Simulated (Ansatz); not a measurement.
# CoF (quintet): wB97M-V, B2PLYP over vertical spin and charge gaps, def2-QZVPP

How well do these functionals follow the top wave-function level for CoF (quintet) over vertical spin and charge gaps?

Program: Ansatz 0.2.0, Gaussian basis. Level of theory: def2-QZVPP, all electrons in the functionals, frozen cores in the correlation of double hybrids and RPA. These are calculated values, not measurements.

The runs, in order: wB97M-V, B2PLYP, at charge 0, quintet; charge 0, triplet; charge 0, septet; charge 1, quartet; charge 1, sextet.

## (1) What is computed

The geometry is a PBE0/def2-TZVP stationary point (not a proven minimum).

2 atoms, charge 0, spin multiplicity 5.

Atoms are counted from 1 here; the program's logs count them from 0.

Bond lengths: Co1–F2 1.776 Å.

No dispersion term is added; wB97M-V holds VV10 nonlocal correlation.

The geometry shown and the zero of energy belong to the point charge 0, quintet. The yardstick, UCCSD(T), and other wave-function levels (R restricted, U unrestricted, valence and pair active spaces) come from earlier runs.

## (2) wB97M-V, charge 0, quintet

in.yaml reads:

```yaml
crystal:
  periodic: [false, false, false]
  atoms:
    - {symbol: Co, position_ang: [0.000000, 0.000000, 0.000000]}
    - {symbol: F, position_ang: [0.000000, 0.000000, 1.775600]}
basis:
  gaussian: {orbitals: "def2-QZVPP.json"}
magnetization: {spin_polarized: true, initial_magnetization: 4}
hamiltonian: {xc: {name: wB97M-V}}
output: {orbitals: {seedname: orbitals}}
```

On the command line:

```console
ansatz run in.yaml --threads 2 --pin off --events-out ev --progress --plain --max-ram 24576MiB --backend cuda --devices 0, --max-vram 18GiB
```

The program printed, cut to the lines that bear on the results:

```text
Functional definition: wB97M-V
  name "wB97M-V"
  cite "Mardirossian & Head-Gordon, J. Chem. Phys. 144, 214110 (2016) doi:10.1063/1.4952647"
  cite "Becke, J. Chem. Phys. 107, 8554 (1997) doi:10.1063/1.475007"
  cite "Vydrov & Van Voorhis, J. Chem. Phys. 133, 244103 (2010) doi:10.1063/1.3521275"
  # Of w^i u^j: cxij and so on, Table III.
[...]
  gx(w, u) = 1 - cx + cx01*u + cx10*w
  gss(w, u) = css00 + css04*u^4 + css10*w + css20*w^2 + css43*w^4*u^3
  gos(w, u) = cos00 + cos10*w + (cos20 + cos21*u)*w^2 + (cos60 + cos61*u)*w^6
[...]
      + integral(e_c_pw_mod_opposite_spin*gos(b97_w_opposite, b97_u_opposite)) + vv10(b, c)
784 factors; their error is unknown
116 factors; integrals over basis functions are off by at most 1.2e-4 eV
[...]
mean field -40342.97291742 eV, -1482.5769092661 hartree, gradient 8.8e-6 eV, S^2 6.003479; 8 other end points of the search recorded, 0 dependent functions left out
reference -40342.97296185 eV, -1482.5769108987 hartree; 20, 16 occupied and 137, 141 virtual orbitals, 784 factors
Total energy: -40342.97296185 eV, -1482.5769108987 hartree
```

Run time: 13 s. Hardware: 1 × H100 (card shared with other runs) with 2 threads of AMD EPYC 7R13, shared host; peak host memory 0.9 GiB.

From the report: ⟨S²⟩ of the determinant 6.003 (pure quintet: 6.00).

## (3) wB97M-V, charge 0, triplet

Changes to in.yaml since step 2:

```diff
@@ -7,3 +7,3 @@
   gaussian: {orbitals: "def2-QZVPP.json"}
-magnetization: {spin_polarized: true, initial_magnetization: 4}
+magnetization: {spin_polarized: true, initial_magnetization: 2}
 hamiltonian: {xc: {name: wB97M-V}}
```

Launched as before.

The program printed, cut to the lines that bear on the results:

```text
Functional definition: wB97M-V
  name "wB97M-V"
  cite "Mardirossian & Head-Gordon, J. Chem. Phys. 144, 214110 (2016) doi:10.1063/1.4952647"
  cite "Becke, J. Chem. Phys. 107, 8554 (1997) doi:10.1063/1.475007"
  cite "Vydrov & Van Voorhis, J. Chem. Phys. 133, 244103 (2010) doi:10.1063/1.3521275"
  # Of w^i u^j: cxij and so on, Table III.
[...]
  gx(w, u) = 1 - cx + cx01*u + cx10*w
  gss(w, u) = css00 + css04*u^4 + css10*w + css20*w^2 + css43*w^4*u^3
  gos(w, u) = cos00 + cos10*w + (cos20 + cos21*u)*w^2 + (cos60 + cos61*u)*w^6
[...]
      + integral(e_c_pw_mod_opposite_spin*gos(b97_w_opposite, b97_u_opposite)) + vv10(b, c)
784 factors; their error is unknown
116 factors; integrals over basis functions are off by at most 1.2e-4 eV
[...]
mean field -40343.38183006 eV, -1482.5919365285 hartree, gradient 3.2e-6 eV, S^2 2.233511; 8 other end points of the search recorded, 0 dependent functions left out
reference -40343.38187714 eV, -1482.5919382586 hartree; 19, 17 occupied and 138, 140 virtual orbitals, 784 factors
Total energy: -40343.38187714 eV, -1482.5919382586 hartree
```

It took 9 s on 1 × H100 (card shared with other runs) with 2 threads of AMD EPYC 7R13, shared host; peak host memory 0.9 GiB.

From the report: ⟨S²⟩ of the determinant 2.234 (pure triplet: 2.00).

From charge 0, quintet: -9.4 kcal/mol.

## (4) wB97M-V, charge 0, septet

Changes to in.yaml since step 3:

```diff
@@ -7,3 +7,3 @@
   gaussian: {orbitals: "def2-QZVPP.json"}
-magnetization: {spin_polarized: true, initial_magnetization: 2}
+magnetization: {spin_polarized: true, initial_magnetization: 6}
 hamiltonian: {xc: {name: wB97M-V}}
```

Launched as before.

The program printed, cut to the lines that bear on the results:

```text
Functional definition: wB97M-V
  name "wB97M-V"
  cite "Mardirossian & Head-Gordon, J. Chem. Phys. 144, 214110 (2016) doi:10.1063/1.4952647"
  cite "Becke, J. Chem. Phys. 107, 8554 (1997) doi:10.1063/1.475007"
  cite "Vydrov & Van Voorhis, J. Chem. Phys. 133, 244103 (2010) doi:10.1063/1.3521275"
  # Of w^i u^j: cxij and so on, Table III.
[...]
  gx(w, u) = 1 - cx + cx01*u + cx10*w
  gss(w, u) = css00 + css04*u^4 + css10*w + css20*w^2 + css43*w^4*u^3
  gos(w, u) = cos00 + cos10*w + (cos20 + cos21*u)*w^2 + (cos60 + cos61*u)*w^6
[...]
      + integral(e_c_pw_mod_opposite_spin*gos(b97_w_opposite, b97_u_opposite)) + vv10(b, c)
784 factors; their error is unknown
116 factors; integrals over basis functions are off by at most 1.2e-4 eV
[...]
mean field -40336.51581919 eV, -1482.3396152829 hartree, gradient 9.6e-6 eV, S^2 12.006779; 3 other end points of the search recorded, 0 dependent functions left out
reference -40336.51586227 eV, -1482.3396168658 hartree; 21, 15 occupied and 136, 142 virtual orbitals, 784 factors
Total energy: -40336.51586227 eV, -1482.3396168658 hartree
```

Run time: 7.5 s. Hardware: 1 × H100 (card shared with other runs) with 2 threads of AMD EPYC 7R13, shared host; peak host memory 0.91 GiB.

From the report: ⟨S²⟩ of the determinant 12.007 (pure septet: 12.00).

From charge 0, quintet: +148.9 kcal/mol.

## (5) wB97M-V, charge 1, quartet

Changes to in.yaml since step 4:

```diff
@@ -7,3 +7,4 @@
   gaussian: {orbitals: "def2-QZVPP.json"}
-magnetization: {spin_polarized: true, initial_magnetization: 6}
+total_charge: 1
+magnetization: {spin_polarized: true, initial_magnetization: 3}
 hamiltonian: {xc: {name: wB97M-V}}
```

Same command.

The program printed, cut to the lines that bear on the results:

```text
Functional definition: wB97M-V
  name "wB97M-V"
  cite "Mardirossian & Head-Gordon, J. Chem. Phys. 144, 214110 (2016) doi:10.1063/1.4952647"
  cite "Becke, J. Chem. Phys. 107, 8554 (1997) doi:10.1063/1.475007"
  cite "Vydrov & Van Voorhis, J. Chem. Phys. 133, 244103 (2010) doi:10.1063/1.3521275"
  # Of w^i u^j: cxij and so on, Table III.
[...]
  gx(w, u) = 1 - cx + cx01*u + cx10*w
  gss(w, u) = css00 + css04*u^4 + css10*w + css20*w^2 + css43*w^4*u^3
  gos(w, u) = cos00 + cos10*w + (cos20 + cos21*u)*w^2 + (cos60 + cos61*u)*w^6
[...]
      + integral(e_c_pw_mod_opposite_spin*gos(b97_w_opposite, b97_u_opposite)) + vv10(b, c)
784 factors; their error is unknown
116 factors; integrals over basis functions are off by at most 1.2e-4 eV
[...]
mean field -40334.75599355 eV, -1482.2749428835 hartree, gradient 7.9e-6 eV, S^2 3.755108; 8 other end points of the search recorded, 0 dependent functions left out
reference -40334.75603246 eV, -1482.2749443133 hartree; 19, 16 occupied and 138, 141 virtual orbitals, 784 factors
Total energy: -40334.75603246 eV, -1482.2749443133 hartree
```

It took 8 s on 1 × H100 (card shared with other runs) with 2 threads of AMD EPYC 7R13, shared host; peak host memory 0.91 GiB.

From the report: ⟨S²⟩ of the determinant 3.755 (pure quartet: 3.75).

From charge 0, quintet: +189.5 kcal/mol.

## (6) wB97M-V, charge 1, sextet

Changes to in.yaml since step 5:

```diff
@@ -8,3 +8,3 @@
 total_charge: 1
-magnetization: {spin_polarized: true, initial_magnetization: 3}
+magnetization: {spin_polarized: true, initial_magnetization: 5}
 hamiltonian: {xc: {name: wB97M-V}}
```

The command is unchanged.

The program printed, cut to the lines that bear on the results:

```text
Functional definition: wB97M-V
  name "wB97M-V"
  cite "Mardirossian & Head-Gordon, J. Chem. Phys. 144, 214110 (2016) doi:10.1063/1.4952647"
  cite "Becke, J. Chem. Phys. 107, 8554 (1997) doi:10.1063/1.475007"
  cite "Vydrov & Van Voorhis, J. Chem. Phys. 133, 244103 (2010) doi:10.1063/1.3521275"
  # Of w^i u^j: cxij and so on, Table III.
[...]
  gx(w, u) = 1 - cx + cx01*u + cx10*w
  gss(w, u) = css00 + css04*u^4 + css10*w + css20*w^2 + css43*w^4*u^3
  gos(w, u) = cos00 + cos10*w + (cos20 + cos21*u)*w^2 + (cos60 + cos61*u)*w^6
[...]
      + integral(e_c_pw_mod_opposite_spin*gos(b97_w_opposite, b97_u_opposite)) + vv10(b, c)
784 factors; their error is unknown
116 factors; integrals over basis functions are off by at most 1.2e-4 eV
[...]
mean field -40331.06252983 eV, -1482.1392105952 hartree, gradient 2.8e-5 eV, S^2 8.759605; 2 other end points of the search recorded, 0 dependent functions left out
reference -40331.06257072 eV, -1482.1392120978 hartree; 20, 15 occupied and 137, 142 virtual orbitals, 784 factors
Total energy: -40331.06257072 eV, -1482.1392120978 hartree
```

It took 9.5 s on 1 × H100 (card shared with other runs) with 2 threads of AMD EPYC 7R13, shared host; peak host memory 0.91 GiB.

From the report: ⟨S²⟩ of the determinant 8.760 (pure sextet: 8.75).

From charge 0, quintet: +274.7 kcal/mol.

## (7) B2PLYP, charge 0, quintet

in.yaml reads:

```yaml
crystal:
  periodic: [false, false, false]
  atoms:
    - {symbol: Co, position_ang: [0.000000, 0.000000, 0.000000]}
    - {symbol: F, position_ang: [0.000000, 0.000000, 1.775600]}
basis:
  gaussian: {orbitals: "def2-QZVPP.json"}
magnetization: {spin_polarized: true, initial_magnetization: 4}
hamiltonian: {xc: {name: B2PLYP}}
correlation: {electrons: outside_noble_gas}
```

Same command.

The program printed, cut to the lines that bear on the results:

```text
Functional definition: B2PLYP
  name "B2PLYP"
  cite "Grimme, J. Chem. Phys. 124, 034108 (2006) doi:10.1063/1.2148954"
  cite "Becke, Phys. Rev. A 38, 3098 (1988) doi:10.1103/PhysRevA.38.3098"
  cite "Lee, Yang & Parr, Phys. Rev. B 37, 785 (1988) doi:10.1103/PhysRevB.37.785"
[...]
1066 factors; integrals over basis functions are off by at most 1.4e-3 eV
[...]
mean field -40332.41015209 eV, -1482.1887347999 hartree, gradient 1.7e-6 eV, S^2 6.003600; 8 other end points of the search recorded, 0 dependent functions left out
10 core orbitals not correlated: weight in the atoms' cores, before any rotation towards them, 0.999 or more for the frozen orbitals, at most 0.000 for the correlated occupied ones
reference -40332.41027253 eV, -1482.1887392261 hartree; 10, 6 occupied and 137, 141 virtual orbitals, 1066 factors
second order -17.52973623 eV of doubles, -0.00000000 eV of singles
Total energy: -40337.14330132 eV, -1482.3626748256 hartree
```

It took 8 s on 1 × H100 (card shared with other runs) with 2 threads of AMD EPYC 7R13, shared host; peak host memory 0.88 GiB.

From the report: ⟨S²⟩ of the determinant 6.004 (pure quintet: 6.00).

## (8) B2PLYP, charge 0, triplet

Changes to in.yaml since step 7:

```diff
@@ -7,3 +7,3 @@
   gaussian: {orbitals: "def2-QZVPP.json"}
-magnetization: {spin_polarized: true, initial_magnetization: 4}
+magnetization: {spin_polarized: true, initial_magnetization: 2}
 hamiltonian: {xc: {name: B2PLYP}}
```

Same command.

The program printed, cut to the lines that bear on the results:

```text
Functional definition: B2PLYP
  name "B2PLYP"
  cite "Grimme, J. Chem. Phys. 124, 034108 (2006) doi:10.1063/1.2148954"
  cite "Becke, Phys. Rev. A 38, 3098 (1988) doi:10.1103/PhysRevA.38.3098"
  cite "Lee, Yang & Parr, Phys. Rev. B 37, 785 (1988) doi:10.1103/PhysRevB.37.785"
[...]
1066 factors; integrals over basis functions are off by at most 1.4e-3 eV
[...]
mean field -40332.26040162 eV, -1482.1832315715 hartree, gradient 2.9e-6 eV, S^2 2.847956; 9 other end points of the search recorded, 0 dependent functions left out
10 core orbitals not correlated: weight in the atoms' cores, before any rotation towards them, 0.999 or more for the frozen orbitals, at most 0.000 for the correlated occupied ones
reference -40332.26052062 eV, -1482.1832359449 hartree; 9, 7 occupied and 138, 140 virtual orbitals, 1066 factors
second order -18.26776386 eV of doubles, -0.00000000 eV of singles
Total energy: -40337.19281687 eV, -1482.3644944885 hartree
```

Run time: 8 s. Hardware: 1 × H100 (card shared with other runs) with 2 threads of AMD EPYC 7R13, shared host; peak host memory 0.88 GiB.

From the report: ⟨S²⟩ of the determinant 2.848 (pure triplet: 2.00). The determinant is far from a pure spin state, so its energy mixes those of several spin states (harmless only where they are near-degenerate, as at dissociation).

From charge 0, quintet: -1.1 kcal/mol.

## (9) B2PLYP, charge 0, septet

Changes to in.yaml since step 8:

```diff
@@ -7,3 +7,3 @@
   gaussian: {orbitals: "def2-QZVPP.json"}
-magnetization: {spin_polarized: true, initial_magnetization: 2}
+magnetization: {spin_polarized: true, initial_magnetization: 6}
 hamiltonian: {xc: {name: B2PLYP}}
```

The command is unchanged.

The program printed, cut to the lines that bear on the results:

```text
Functional definition: B2PLYP
  name "B2PLYP"
  cite "Grimme, J. Chem. Phys. 124, 034108 (2006) doi:10.1063/1.2148954"
  cite "Becke, Phys. Rev. A 38, 3098 (1988) doi:10.1103/PhysRevA.38.3098"
  cite "Lee, Yang & Parr, Phys. Rev. B 37, 785 (1988) doi:10.1103/PhysRevB.37.785"
[...]
1066 factors; integrals over basis functions are off by at most 1.4e-3 eV
[...]
mean field -40326.18544232 eV, -1481.9599809349 hartree, gradient 7.6e-6 eV, S^2 12.009058; 6 other end points of the search recorded, 0 dependent functions left out
10 core orbitals not correlated: weight in the atoms' cores, before any rotation towards them, 1.000 or more for the frozen orbitals, at most 0.000 for the correlated occupied ones
reference -40326.18556794 eV, -1481.9599855515 hartree; 11, 5 occupied and 136, 142 virtual orbitals, 1066 factors
second order -17.01357480 eV of doubles, -0.00000000 eV of singles
Total energy: -40330.77923314 eV, -1482.1287996337 hartree
```

Run time: 4.7 s. Hardware: 1 × H100 (card shared with other runs) with 2 threads of AMD EPYC 7R13, shared host; peak host memory 0.88 GiB.

From the report: ⟨S²⟩ of the determinant 12.009 (pure septet: 12.00).

From charge 0, quintet: +146.8 kcal/mol.

## (10) B2PLYP, charge 1, quartet

Changes to in.yaml since step 9:

```diff
@@ -7,3 +7,4 @@
   gaussian: {orbitals: "def2-QZVPP.json"}
-magnetization: {spin_polarized: true, initial_magnetization: 6}
+total_charge: 1
+magnetization: {spin_polarized: true, initial_magnetization: 3}
 hamiltonian: {xc: {name: B2PLYP}}
```

Launched as before.

The program printed, cut to the lines that bear on the results:

```text
Functional definition: B2PLYP
  name "B2PLYP"
  cite "Grimme, J. Chem. Phys. 124, 034108 (2006) doi:10.1063/1.2148954"
  cite "Becke, Phys. Rev. A 38, 3098 (1988) doi:10.1103/PhysRevA.38.3098"
  cite "Lee, Yang & Parr, Phys. Rev. B 37, 785 (1988) doi:10.1103/PhysRevB.37.785"
[...]
1066 factors; integrals over basis functions are off by at most 1.4e-3 eV
[...]
mean field -40324.05902551 eV, -1481.8818365586 hartree, gradient 7.7e-6 eV, S^2 3.756344; 8 other end points of the search recorded, 0 dependent functions left out
10 core orbitals not correlated: weight in the atoms' cores, before any rotation towards them, 0.999 or more for the frozen orbitals, at most 0.000 for the correlated occupied ones
reference -40324.05913091 eV, -1481.8818404321 hartree; 9, 6 occupied and 138, 141 virtual orbitals, 1066 factors
second order -17.44077814 eV of doubles, -0.00000000 eV of singles
Total energy: -40328.76814101 eV, -1482.0548933613 hartree
```

It took 9 s on 1 × H100 (card shared with other runs) with 2 threads of AMD EPYC 7R13, shared host; peak host memory 0.89 GiB.

From the report: ⟨S²⟩ of the determinant 3.756 (pure quartet: 3.75).

From charge 0, quintet: +193.1 kcal/mol.

## (11) B2PLYP, charge 1, sextet

Changes to in.yaml since step 10:

```diff
@@ -8,3 +8,3 @@
 total_charge: 1
-magnetization: {spin_polarized: true, initial_magnetization: 3}
+magnetization: {spin_polarized: true, initial_magnetization: 5}
 hamiltonian: {xc: {name: B2PLYP}}
```

Same command.

The program printed, cut to the lines that bear on the results:

```text
Functional definition: B2PLYP
  name "B2PLYP"
  cite "Grimme, J. Chem. Phys. 124, 034108 (2006) doi:10.1063/1.2148954"
  cite "Becke, Phys. Rev. A 38, 3098 (1988) doi:10.1103/PhysRevA.38.3098"
  cite "Lee, Yang & Parr, Phys. Rev. B 37, 785 (1988) doi:10.1103/PhysRevB.37.785"
[...]
1066 factors; integrals over basis functions are off by at most 1.4e-3 eV
[...]
mean field -40320.57896557 eV, -1481.7539467146 hartree, gradient 3.2e-6 eV, S^2 8.761524; 6 other end points of the search recorded, 0 dependent functions left out
10 core orbitals not correlated: weight in the atoms' cores, before any rotation towards them, 1.000 or more for the frozen orbitals, at most 0.000 for the correlated occupied ones
reference -40320.57907943 eV, -1481.7539508989 hartree; 10, 5 occupied and 137, 142 virtual orbitals, 1066 factors
second order -17.63501391 eV of doubles, -0.00000000 eV of singles
Total energy: -40325.34053319 eV, -1481.9289310970 hartree
```

It took 7.5 s on 1 × H100 (card shared with other runs) with 2 threads of AMD EPYC 7R13, shared host; peak host memory 0.88 GiB.

From the report: ⟨S²⟩ of the determinant 8.762 (pure sextet: 8.75).

From charge 0, quintet: +272.2 kcal/mol.

## (12) The comparison

No level is safe as a reference over these points; UCCSD(T) serves as a yardstick only. It comes from earlier runs at the same points. Energies in kcal/mol, counted from charge 0, quintet; blanks weren't run or aren't comparable.

```csv
level,quintet to triplet,quintet to septet,ionisation to the quartet cation,ionisation to the sextet cation
UCCSD(T),0.7,140.4,192.8,269.2
wB97M-V,-9.4,148.9,189.5,274.7
B2PLYP,-1.1,146.8,193.1,272.2
```

Largest miss and mean time a point (UCCSD(T) took 39 s a point; shared hosts):

| level | largest miss (kcal/mol) | where | time a point |
| --- | --- | --- | --- |
| wB97M-V | -10.2 | quintet to triplet | 9.3 s |
| B2PLYP | +6.4 | quintet to septet | 7.4 s |

## (13) Outcome

```
                                  quantity                                value
              quintet to triplet, UCCSD(T)                         0.7 kcal/mol
               quintet to septet, UCCSD(T)                       140.4 kcal/mol
ionisation to the quartet cation, UCCSD(T)                       192.8 kcal/mol
 ionisation to the sextet cation, UCCSD(T)                       269.2 kcal/mol
                     largest miss, wB97M-V  -10.2 kcal/mol (quintet to triplet)
                      largest miss, B2PLYP    +6.4 kcal/mol (quintet to septet)
```

What this shows: Of the functionals, B2PLYP keep the smallest largest miss at the points compared (at most 6.4 kcal/mol) and wB97M-V strays most (10.2 kcal/mol, at quintet to triplet). B2PLYP clearly breaks the spin symmetry at some points (⟨S²⟩ up to 0.85 above the pure value), so energy there is bought with a mixed spin. Functionals and the yardstick converge differently with the basis, so part of each miss in def2-QZVPP is the basis. The yardstick itself may be off where one determinant is a poor start.
